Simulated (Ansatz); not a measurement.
# CH9FSi3: one species, many methods

The task here is to estimate one member of a computed series from the others.

The runs use Ansatz 0.2.0, Gaussian basis; functionals in def2-TZVPP, the program's frozen cores in correlated methods.

Plan: PBE-D4, r2SCAN-D4, PBE0-D4, B3LYP-D4, ωB97X-V, ωB97M-V, B2PLYP; CCSD(T)/def2-TZVPP; MP2/def2-QZVPP; extrapolation to the limit.

## Structure used throughout

All runs share one geometry, relaxed beforehand with PBE0-D4 in a triple-zeta def2 set.

SMILES `F[SiH]([SiH3])C[SiH3]`, 14 atoms, charge 0, spin multiplicity 1.

Atoms are counted from 1 here; the program's logs count them from 0.

Bond lengths: F1–Si2 1.610 Å, Si2–Si3 2.346 Å, Si2–C4 1.859 Å, Si2–H6 1.488 Å, Si3–H7 1.489 Å, Si3–H8 1.488 Å, Si3–H9 1.487 Å, C4–Si5 1.876 Å, C4–H10 1.095 Å, C4–H11 1.096 Å, Si5–H12 1.487 Å, Si5–H13 1.487 Å, Si5–H14 1.486 Å. Angles: F1–Si2–Si3 108.3°, F1–Si2–C4 109.0°, F1–Si2–H6 106.8°, Si3–Si2–C4 112.5°, Si3–Si2–H6 110.5°, C4–Si2–H6 109.5°, Si2–Si3–H7 109.3°, Si2–Si3–H8 110.6°, Si2–Si3–H9 110.4°, H7–Si3–H8 108.6°, H7–Si3–H9 108.8°, H8–Si3–H9 109.0°, Si2–C4–Si5 114.4°, Si2–C4–H10 109.0°, Si2–C4–H11 108.7°, Si5–C4–H10 108.1°, Si5–C4–H11 108.9°, H10–C4–H11 107.5° and more.

Set-up of the first run:

File in.yaml:

```yaml
crystal:
  periodic: [false, false, false]
  atoms:
    - {symbol: F, position_ang: [-2.281195, 1.520040, 0.463585]}
    - {symbol: Si, position_ang: [-0.754733, 1.012033, 0.391991]}
    - {symbol: Si, position_ang: [-0.414095, -0.545897, 2.112868]}
    - {symbol: C, position_ang: [-0.433144, 0.294314, -1.292343]}
    - {symbol: Si, position_ang: [1.272593, -0.457835, -1.502051]}
    - {symbol: H, position_ang: [0.106641, 2.208581, 0.593832]}
    - {symbol: H, position_ang: [1.040881, -0.835881, 2.233718]}
    - {symbol: H, position_ang: [-1.128496, -1.817841, 1.818233]}
    - {symbol: H, position_ang: [-0.903222, -0.003637, 3.408293]}
    - {symbol: H, position_ang: [-1.176358, -0.484108, -1.496432]}
    - {symbol: H, position_ang: [-0.568283, 1.082784, -2.041005]}
    - {symbol: H, position_ang: [1.393566, -1.675885, -0.657644]}
    - {symbol: H, position_ang: [2.323450, 0.508299, -1.084317]}
    - {symbol: H, position_ang: [1.509393, -0.834267, -2.920027]}
basis:
  gaussian: {orbitals: def2-TZVPP}
hamiltonian: {xc: pbe, dispersion: d4}
output: {forces: true, orbitals: {seedname: orbitals}}
```

On the command line:

```console
ansatz run in.yaml --threads 2 --pin off --events-out ev --progress --plain --max-ram 22528MiB --backend cuda --devices 0, --max-vram 18GiB
```

Steps of the session up to this table: PBE-D4 (GGA); r2SCAN-D4 (meta-GGA); PBE0-D4 (hybrid); B3LYP-D4 (hybrid); ωB97X-V (range-separated); ωB97M-V (range-separated); B2PLYP (double hybrid); CCSD(T) in def2-TZVPP; MP2 in def2-QZVPP.

One of the session's tables, all rows but one given; the rest of the session is left out.

```
            method  atomisation energy (kJ/mol)
            PBE-D4                       4608.5
         r2SCAN-D4                       4634.6
           PBE0-D4                       4587.8
          B3LYP-D4                       4626.6
           ωB97X-V                       4669.5
           ωB97M-V                       4639.5
            B2PLYP                       4569.0
     HF/def2-TZVPP                       3555.3
    MP2/def2-TZVPP                            ?
   CCSD/def2-TZVPP                       4486.9
CCSD(T)/def2-TZVPP                       4530.3
           MP2/CBS                       4649.2
       CCSD(T)/CBS                       4646.1
```

Q: Estimate the row for MP2/def2-TZVPP from the others.

The run gave: atomisation energy (kJ/mol): 4533.4. In the column «atomisation energy (kJ/mol)» it lies between CCSD(T)/def2-TZVPP (4530.3) and B2PLYP (4569.0).

To keep in mind: Free atoms (1 F, 3 Si, 1 C, 9 H) were run apart at each level; the atomisation energy is their sum less the molecule, without zero-point or spin-orbit terms.
